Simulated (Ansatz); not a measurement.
# ZrHCl4: the cost of one run

Program: Ansatz 0.2.0. Level of theory: DFT PBE, scalar-relativistic, plane waves, PAW. These are calculated values, not measurements.

### 1 The structure to begin with

The structure is tetragonal, space group P4/mmm (No. 123). The conventional cell has a = 4.160 Å, b = 4.160 Å, c = 7.311 Å, α = 90.00°, β = 90.00°, γ = 90.00°. Around Zr (site symmetry 4/mmm) lie 6 Cl at 2.00 to 2.08 Å. H (site symmetry 4/mmm) has 8 Cl at 3.37 Å as nearest neighbours. Cl (site symmetry mmm) is surrounded by 2 Zr at 2.08 Å. Around Cl (site symmetry 4mm) lie 1 Zr at 2.00 Å.

Structure file:

```
Zr H Cl
1.0
     4.15970    0.00000    0.00000
     0.00000    4.15970    0.00000
     0.00000    0.00000    7.31094
Zr H Cl
1 1 4
Direct
  0.00000 0.00000 0.00000
  0.50000 0.50000 0.50000
  0.50000 0.00000 0.00000
  0.00000 0.50000 0.00000
  0.00000 0.00000 0.27370
  0.00000 0.00000 0.72630
```

A structure generator made this guess: species swapped into a database cell of AlTlF4 (P4/mmm, No. 123), with Zr on the Al sites, H on the Tl sites and Cl on the F sites. Lengths come from tabulated atomic sizes and are only a guess.

### 2 The guess as it stands, on a coarse mesh

input.yaml reads:

```yaml
crystal:
  lattice:
    - [4.1597025, 0.0, 0.0]
    - [0.0, 4.1597025, 0.0]
    - [0.0, 0.0, 7.31094065]
  atoms:
    - { symbol: Zr, position: [0.0, 0.0, 0.0] }
    - { symbol: H, position: [0.5, 0.5, 0.5] }
    - { symbol: Cl, position: [0.5, 0.0, 0.0] }
    - { symbol: Cl, position: [0.0, 0.5, 0.0] }
    - { symbol: Cl, position: [0.0, 0.0, 0.2737] }
    - { symbol: Cl, position: [0.0, 0.0, 0.7263] }
basis:
  ecutwfc: 420
kpoints:
  mp_grid: { grid: [4, 4, 4] }
hamiltonian:
  xc: pbe
scf:
  occupations: { method: gaussian, width: 0.1 }
  lower_state_search: "off"
output:
  forces: true
  stress: true
  eigenvalues: true
```

The run is started by

```
ansatz run input.yaml --threads 1 --pin off --max-ram 2560MiB --backend cpu --events-out ev --progress --plain --runs-dir out
```

What time and memory should one allow on 1 thread of Arm Neoverse V2, shared host?

About 3.7 s, with a peak of 0.37 GiB.
